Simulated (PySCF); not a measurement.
# RuH3: from HF to coupled cluster

Aim: at the PBE0 minimum of doublet RuH3, found before, compare methods on energies and levels.

The runs use PySCF 2.14.0; several methods, basis Ru def2-TZVP with ECP28, H def2-TZVP, scalar-relativistic core potentials, no spin–orbit coupling, density fitting.

### Step 1. The system as given

4 atoms, charge 0, spin multiplicity 2.

Bond lengths: Ru1–H2 1.558 Å, Ru1–H3 1.558 Å, Ru1–H4 1.558 Å. Angles: H2–Ru1–H3 100.8°, H2–Ru1–H4 100.8°, H3–Ru1–H4 100.8°.

```xyz
4
charge 0 multiplicity 2
Ru    0.0000    0.0000    0.0205
H     1.3864    0.0000   -0.6907
H    -0.6932    1.2007   -0.6907
H    -0.6932   -1.2007   -0.6907
```

### Step 2. CCSD(T)

One driver script runs all steps and calls PySCF; scf.py shows the equivalent input of each level. Each SCF starts from the density of the minimum. The driver also runs the species with one electron less or more at the same geometry (one less: multiplicity 3, one more: multiplicity 1); their logs are not shown.

scf.py

```python
from pyscf import gto, scf, dft
mol = gto.M(atom='''
Ru    -0.000000     0.000000     0.020493
H      1.386418    -0.000018    -0.690714
H     -0.693194     1.200682    -0.690714
H     -0.693224    -1.200664    -0.690714''',
    basis={'Ru': 'def2-TZVP', 'H': 'def2-TZVP'},
    ecp={'Ru': 'def2-TZVP'},
    charge=0, spin=1)
mf = scf.UHF(mol)
aux = {'Ru': 'def2-universal-JKFIT', 'H': 'def2-universal-JKFIT'}
mf = mf.density_fit(auxbasis=aux)
mf.conv_tol = 1e-08
mf.diis_space = 10
mf.max_cycle = 60
mf.verbose = 4
mf.kernel()
from pyscf import cc
mycc = cc.CCSD(mf, frozen=0).run()
mycc.ccsd_t()
```

Command:

```console
OMP_NUM_THREADS=4 python axn.py task.json out
```

Log:

```text
init E= -95.734075670471
[... the frontier-level lines of each cycle are left out ...]
cycle= 1 E= -95.74936991685  delta_E= -0.0153  |g|= 0.0658  |ddm|= 0.174
cycle= 2 E= -95.7523758109341  delta_E= -0.00301  |g|= 0.0416  |ddm|= 0.0719
cycle= 3 E= -95.7534903623335  delta_E= -0.00111  |g|= 0.0216  |ddm|= 0.035
cycle= 4 E= -95.7542179186451  delta_E= -0.000728  |g|= 0.00754  |ddm|= 0.0346
cycle= 5 E= -95.754416801307  delta_E= -0.000199  |g|= 0.00597  |ddm|= 0.016
cycle= 6 E= -95.7545881801738  delta_E= -0.000171  |g|= 0.00494  |ddm|= 0.0164
cycle= 7 E= -95.7548931164163  delta_E= -0.000305  |g|= 0.00238  |ddm|= 0.0457
cycle= 8 E= -95.7549472314264  delta_E= -5.41e-05  |g|= 0.000954  |ddm|= 0.0213
cycle= 9 E= -95.7549529322859  delta_E= -5.7e-06  |g|= 0.00043  |ddm|= 0.00624
cycle= 10 E= -95.7549539007903  delta_E= -9.69e-07  |g|= 0.000175  |ddm|= 0.00173
cycle= 11 E= -95.7549540725307  delta_E= -1.72e-07  |g|= 0.000115  |ddm|= 0.000878
cycle= 12 E= -95.7549541627388  delta_E= -9.02e-08  |g|= 8.2e-05  |ddm|= 0.000532
cycle= 13 E= -95.7549542233378  delta_E= -6.06e-08  |g|= 5.1e-05  |ddm|= 0.000557
cycle= 14 E= -95.7549542482354  delta_E= -2.49e-08  |g|= 2.63e-05  |ddm|= 0.00038
cycle= 15 E= -95.7549542534256  delta_E= -5.19e-09  |g|= 6.9e-06  |ddm|= 0.000207
Extra cycle  E= -95.7549542535135  delta_E= -8.79e-11  |g|= 4.39e-06  |ddm|= 1e-05
converged SCF energy = -95.7549542535135  <S^2> = 0.85632407  2S+1 = 2.1036388
CCSD nocc = (np.int64(10), np.int64(9)), nmo = (58, 58)
Init t2, MP2 energy = -0.488059358821649
UCCSD converged
E(UCCSD) = -96.24469554916223  E_corr = -0.4897412956487048
UCCSD(T) correction = -0.0177533763523845
```

This level, with the species of one electron less or more, needed 36 s of wall time on 4 threads of Arm Neoverse V1, shared host.

* energy: -96.262449 Eh
* one electron less (charge +1): -95.950580 Eh (triplet, ⟨S²⟩ 2.32)
* one electron more (charge -1): -96.275323 Eh (singlet, ⟨S²⟩ 0.00)
* MP2 correlation in its own fitting basis (same spin, opposite spin): -0.48832 Eh (-0.14844, -0.33988)
* CCSD, (T): -0.48974, -0.01775 Eh; T1 0.035, D1 0.131

### Step 3. HF

Edit scf.py of step 2 so:

```diff
@@ -18,3 +17,0 @@
-from pyscf import cc
-mycc = cc.CCSD(mf, frozen=0).run()
-mycc.ccsd_t()
```

The SCF cycles repeat those of step 2.

This level, with the species of one electron less or more, took under 0.5 s.

| Property | Result |
| --- | --- |
| energy | -95.754954 Eh |
| one electron less (charge +1) | -95.472544 Eh (triplet, ⟨S²⟩ 2.32) |
| one electron more (charge -1) | -95.736075 Eh (singlet, ⟨S²⟩ 0.00) |
| Mulliken charge of Ru1 | +0.36 e |

### Step 4. PBE0

Edit scf.py of step 3 so:

```diff
@@ -10 +10,2 @@
-mf = scf.UHF(mol)
+mf = dft.UKS(mol, xc='PBE0')
+mf.grids.atom_grid = (75, 302)
```

Log:

```text
init E= -96.593230164714
[... the frontier-level lines of each cycle are left out ...]
cycle= 1 E= -96.5932301649026  delta_E= -1.89e-10  |g|= 5.24e-06  |ddm|= 1.97e-05
Extra cycle  E= -96.5932301650484  delta_E= -1.46e-10  |g|= 6.88e-06  |ddm|= 1.83e-05
converged SCF energy = -96.5932301650484  <S^2> = 0.75901041  2S+1 = 2.0089902
```

This level, with the species of one electron less or more, took 0.7 s.

| Property | Result |
| --- | --- |
| energy | -96.593230 Eh |
| one electron less (charge +1) | -96.269011 Eh (triplet, ⟨S²⟩ 2.02) |
| one electron more (charge -1) | -96.614038 Eh (singlet, ⟨S²⟩ 0.00) |
| Mulliken charge of Ru1 | +0.10 e |

### Step 5. PBE

Edit scf.py of step 4 so:

```diff
@@ -10 +10 @@
-mf = dft.UKS(mol, xc='PBE0')
+mf = dft.UKS(mol, xc='PBE')
```

Log:

```text
init E= -96.635400581234
[... the frontier-level lines of each cycle are left out ...]
cycle= 1 E= -96.6371471272998  delta_E= -0.00175  |g|= 0.0284  |ddm|= 0.0986
cycle= 2 E= -96.6344963826754  delta_E= 0.00265  |g|= 0.0827  |ddm|= 0.0746
cycle= 3 E= -96.6375215201851  delta_E= -0.00303  |g|= 0.0122  |ddm|= 0.0531
cycle= 4 E= -96.637586164434  delta_E= -6.46e-05  |g|= 0.000921  |ddm|= 0.00969
cycle= 5 E= -96.6375869586895  delta_E= -7.94e-07  |g|= 0.000391  |ddm|= 0.00154
cycle= 6 E= -96.6375871819055  delta_E= -2.23e-07  |g|= 0.000182  |ddm|= 0.000961
cycle= 7 E= -96.6375872121739  delta_E= -3.03e-08  |g|= 1.77e-05  |ddm|= 0.000334
cycle= 8 E= -96.6375872124969  delta_E= -3.23e-10  |g|= 9.29e-06  |ddm|= 4.52e-05
Extra cycle  E= -96.6375872121137  delta_E= 3.83e-10  |g|= 3.18e-05  |ddm|= 2.64e-05
converged SCF energy = -96.6375872121137  <S^2> = 0.75471024  2S+1 = 2.0047047
```

This level, with the species of one electron less or more, took 1.8 s.

| Property | Result |
| --- | --- |
| energy | -96.637587 Eh |
| one electron less (charge +1) | -96.310724 Eh (triplet, ⟨S²⟩ 2.01) |
| one electron more (charge -1) | -96.663385 Eh (singlet, ⟨S²⟩ 0.00) |
| Mulliken charge of Ru1 | +0.05 e |

### Step 6. B3LYP

Edit scf.py of step 5 so:

```diff
@@ -10 +10 @@
-mf = dft.UKS(mol, xc='PBE')
+mf = dft.UKS(mol, xc='B3LYP')
```

Log:

```text
init E= -96.6544411184048
[... the frontier-level lines of each cycle are left out ...]
cycle= 1 E= -96.6551015449146  delta_E= -0.00066  |g|= 0.00992  |ddm|= 0.0741
cycle= 2 E= -96.6549281356098  delta_E= 0.000173  |g|= 0.0238  |ddm|= 0.0242
cycle= 3 E= -96.6551582821198  delta_E= -0.00023  |g|= 0.00225  |ddm|= 0.0138
cycle= 4 E= -96.6551600492205  delta_E= -1.77e-06  |g|= 0.00116  |ddm|= 0.00213
cycle= 5 E= -96.6551607762944  delta_E= -7.27e-07  |g|= 0.00022  |ddm|= 0.00099
cycle= 6 E= -96.6551609320552  delta_E= -1.56e-07  |g|= 7.16e-05  |ddm|= 0.000668
cycle= 7 E= -96.6551609554819  delta_E= -2.34e-08  |g|= 1.46e-05  |ddm|= 0.000336
cycle= 8 E= -96.6551609559068  delta_E= -4.25e-10  |g|= 4.35e-06  |ddm|= 3.94e-05
Extra cycle  E= -96.6551609559104  delta_E= -3.69e-12  |g|= 8.38e-06  |ddm|= 1.16e-05
converged SCF energy = -96.6551609559104  <S^2> = 0.75717721  2S+1 = 2.0071644
```

This level, with the species of one electron less or more, needed 1.5 s of wall time on 4 threads of Arm Neoverse V1, shared host.

```
energy                        : -96.655161 Eh
one electron less (charge +1) : -96.325684 Eh (triplet, ⟨S²⟩ 2.02)
one electron more (charge -1) : -96.681132 Eh (singlet, ⟨S²⟩ 0.00)
Mulliken charge of Ru1        : +0.15 e
```

### Step 7. r2SCAN

Edit scf.py of step 6 so:

```diff
@@ -10,2 +10,2 @@
-mf = dft.UKS(mol, xc='B3LYP')
-mf.grids.atom_grid = (75, 302)
+mf = dft.UKS(mol, xc='R2SCAN')
+mf.grids.atom_grid = (90, 434)
```

Log:

```text
init E= -96.6523584447213
[... the frontier-level lines of each cycle are left out ...]
cycle= 1 E= -96.6531300173928  delta_E= -0.000772  |g|= 0.0201  |ddm|= 0.0698
cycle= 2 E= -96.6519262175555  delta_E= 0.0012  |g|= 0.0571  |ddm|= 0.0439
cycle= 3 E= -96.6532970631488  delta_E= -0.00137  |g|= 0.00272  |ddm|= 0.0344
cycle= 4 E= -96.6533016019014  delta_E= -4.54e-06  |g|= 0.000969  |ddm|= 0.00303
cycle= 5 E= -96.6533027741823  delta_E= -1.17e-06  |g|= 0.000433  |ddm|= 0.00192
cycle= 6 E= -96.6533033308038  delta_E= -5.57e-07  |g|= 7.21e-05  |ddm|= 0.00222
cycle= 7 E= -96.6533033490537  delta_E= -1.82e-08  |g|= 4.46e-05  |ddm|= 0.000433
cycle= 8 E= -96.6533033503977  delta_E= -1.34e-09  |g|= 1.56e-05  |ddm|= 7.27e-05
Extra cycle  E= -96.6533033503237  delta_E= 7.4e-11  |g|= 2.41e-05  |ddm|= 3.91e-05
converged SCF energy = -96.6533033503237  <S^2> = 0.76301752  2S+1 = 2.0129754
```

This level, with the species of one electron less or more, took 4.8 s.

```
energy                        : -96.653303 Eh
one electron less (charge +1) : -96.330086 Eh (triplet, ⟨S²⟩ 2.02)
one electron more (charge -1) : -96.673785 Eh (singlet, ⟨S²⟩ 0.00)
Mulliken charge of Ru1        : +0.12 e
```

### Step 8. wB97X

Edit scf.py of step 7 so:

```diff
@@ -10,2 +10,2 @@
-mf = dft.UKS(mol, xc='R2SCAN')
-mf.grids.atom_grid = (90, 434)
+mf = dft.UKS(mol, xc='WB97X')
+mf.grids.atom_grid = (75, 302)
```

Log:

```text
init E= -96.5964037652601
[... the frontier-level lines of each cycle are left out ...]
cycle= 1 E= -96.5980053242925  delta_E= -0.0016  |g|= 0.0112  |ddm|= 0.0748
cycle= 2 E= -96.5981627897253  delta_E= -0.000157  |g|= 0.00507  |ddm|= 0.0206
cycle= 3 E= -96.5981932507868  delta_E= -3.05e-05  |g|= 0.00366  |ddm|= 0.00617
cycle= 4 E= -96.5982064161036  delta_E= -1.32e-05  |g|= 0.00168  |ddm|= 0.00548
cycle= 5 E= -96.5982096903907  delta_E= -3.27e-06  |g|= 0.000773  |ddm|= 0.00206
cycle= 6 E= -96.5982113652216  delta_E= -1.67e-06  |g|= 0.000294  |ddm|= 0.00201
cycle= 7 E= -96.5982117731164  delta_E= -4.08e-07  |g|= 9.82e-05  |ddm|= 0.00112
cycle= 8 E= -96.5982118292185  delta_E= -5.61e-08  |g|= 5.9e-05  |ddm|= 0.000378
cycle= 9 E= -96.5982118644343  delta_E= -3.52e-08  |g|= 4.48e-05  |ddm|= 0.000298
cycle= 10 E= -96.5982118843283  delta_E= -1.99e-08  |g|= 4.11e-05  |ddm|= 0.000195
cycle= 11 E= -96.598211906703  delta_E= -2.24e-08  |g|= 3.75e-05  |ddm|= 0.000239
cycle= 12 E= -96.598211942125  delta_E= -3.54e-08  |g|= 3.31e-05  |ddm|= 0.000419
cycle= 13 E= -96.5982120085302  delta_E= -6.64e-08  |g|= 2.38e-05  |ddm|= 0.00103
cycle= 14 E= -96.5982120440685  delta_E= -3.55e-08  |g|= 1.52e-05  |ddm|= 0.000918
cycle= 15 E= -96.5982120549131  delta_E= -1.08e-08  |g|= 9.04e-06  |ddm|= 0.000547
cycle= 16 E= -96.5982120573468  delta_E= -2.43e-09  |g|= 3.99e-06  |ddm|= 0.000287
Extra cycle  E= -96.5982120574081  delta_E= -6.14e-11  |g|= 3.1e-06  |ddm|= 7.86e-06
converged SCF energy = -96.5982120574081  <S^2> = 0.75632545  2S+1 = 2.0063155
```

This level, with the species of one electron less or more, took 2.6 s.

```
energy                        : -96.598212 Eh
one electron less (charge +1) : -96.271060 Eh (triplet, ⟨S²⟩ 2.02)
one electron more (charge -1) : -96.623525 Eh (singlet, ⟨S²⟩ 0.00)
Mulliken charge of Ru1        : +0.18 e
```

### Step 9. All levels side by side

| level | atomisation energy (kJ/mol) | vertical ionisation energy (eV) | vertical electron affinity (eV) | −ε(HOMO) (eV) | gap (eV) | dipole (D) | wall time |
| --- | --- | --- | --- | --- | --- | --- | --- |
| CCSD(T) | 766 | 8.49 | 0.35 | – | – | – | 36 s |
| HF | 353 | 7.68 | -0.51 | 10.79 | 11.52 | 3.22 | under 0.5 s |
| PBE0 | 776 | 8.82 | 0.57 | 6.46 | 3.94 | 2.32 | 0.7 s |
| PBE | 844 | 8.89 | 0.70 | 4.85 | 0.68 | 2.02 | 1.8 s |
| B3LYP | 814 | 8.97 | 0.71 | 6.24 | 3.21 | 2.24 | 1.5 s |
| r2SCAN | 829 | 8.80 | 0.56 | 5.12 | 1.46 | 2.15 | 4.8 s |
| wB97X | 823 | 8.90 | 0.69 | 9.05 | 8.50 | 2.60 | 2.6 s |

Times are for 4 threads of Arm Neoverse V1, shared host; PBE0 starts from its own converged density, so its time is not comparable. A dash stands where a species or a free atom was not run at that level, or the quantity is not defined.

Atomisation goes to high-spin atoms in their ground configurations, run at the same level, without zero-point energy.

### Step 10. Summary of results

| quantity | value |
| --- | --- |
| atomisation energy, CCSD(T) in this basis | 766 kJ/mol |
| vertical ionisation energy, CCSD(T) | 8.49 eV |
| vertical electron affinity, CCSD(T) | 0.35 eV |
| orbital gap, range | 0.68 (PBE) to 11.52 (HF) eV |
| T1, D1 | 0.035, 0.131 |
| T1, D1 of the cation | 0.043, 0.151 |
| T1, D1 of the anion | 0.044, 0.139 |

In atomisation energy the functionals lie from +11 kJ/mol (PBE0) to +78 kJ/mol (PBE) against CCSD(T). In a basis of this size CCSD(T) binds too weakly, often by tens of kJ/mol, while functionals are nearer their limits, so this ranks no functional. HF lacks the correlation that pairing electrons in bonds brings, so it binds too weakly, by 413 kJ/mol even against this CCSD(T). For the vertical ionisation energy, r2SCAN comes nearest to CCSD(T) (+0.31 eV) and HF is farthest (-0.80 eV). r2SCAN costs 4.8 s against 36 s for CCSD(T), a factor of about 8, and lands within 0.31 eV. For the vertical electron affinity, r2SCAN comes nearest to CCSD(T) (+0.21 eV) and HF is farthest (-0.86 eV). The PBE orbital energy is a poor guide to ionisation (4.8 eV, 3.6 eV too small); the difference of PBE energies gives 8.9 eV. Spin contamination is strong in at least one of the open-shell species at CCSD(T), HF. Without diffuse functions electron affinities tend to come out too low. Open d and f shells are described by one determinant, and the ground state may have another occupation or spin.
